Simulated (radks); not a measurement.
# Valence configurations of Pd⁺

An exercise on one series of results from a longer session: the logs are not shown, and one member is left open.

The numbers are computed with radks (a radial shooting solver on a logarithmic mesh, Libxc functionals) version 1 (scalar-relativistic Kohn-Sham, LDA (Slater exchange, Perdew-Wang correlation), spin-polarised, spherical densities, finite nucleus; open shells are filled with parallel spins first), except any that are marked as measured or tabulated.

## What is computed

```
element            : palladium (Z = 46)
charge             : +1
electrons          : 45
configuration      : [Kr] 4d9
nuclear rms radius : 4.5318 fm
others tried       : 4d7 5s2; 4d7 5s1 5p1; 4d6 5s1 5p2; 4d8 5p1; 4d7 5p2; 4d8 5s1; 4d5 5s1 5p3; 4d8.5 5p0.5; 4d8.5 5s0.5
```

Outer shells as boxes (Hund's rule):

Pd⁺
```
[Kr] core
4d [↑↓][↑↓][↑↓][↑↓][↑ ]
```

The first run:

The run's settings:

```text
Z 46
configuration [Kr] 4d9
relativity scalar-relativistic
functional lda,pw
spin polarised
nucleus finite rms 4.5318 fm
c 137.035999084
```

Among the steps run: [Kr] 4d9.

One table of the session follows, with a row left open; its other results are not shown here.

It belongs to the step «[Kr] 4d9». Radial moments (bohr):

```
  level     <r>  outermost maximum (interpolated)  90 % within  nodes
  3d up  0.3579                             0.282        0.568      0
3d down  0.3579                             0.282        0.568      0
  4s up  0.9446                             0.850         1.37      3
4s down  0.9442                             0.850         1.37      3
  4p up   1.040                             0.908         1.54      2
4p down   1.040                             0.908         1.54      2
  4d up   1.458                              1.09         2.35      1
4d down       ?                                 ?            ?      ?
```

Estimate the missing values for 4d down.

**Answer.** <r>: 1.469; outermost maximum (interpolated): 1.09; 90 % within: 2.38; nodes: 1. In the column «<r>» it is the highest.
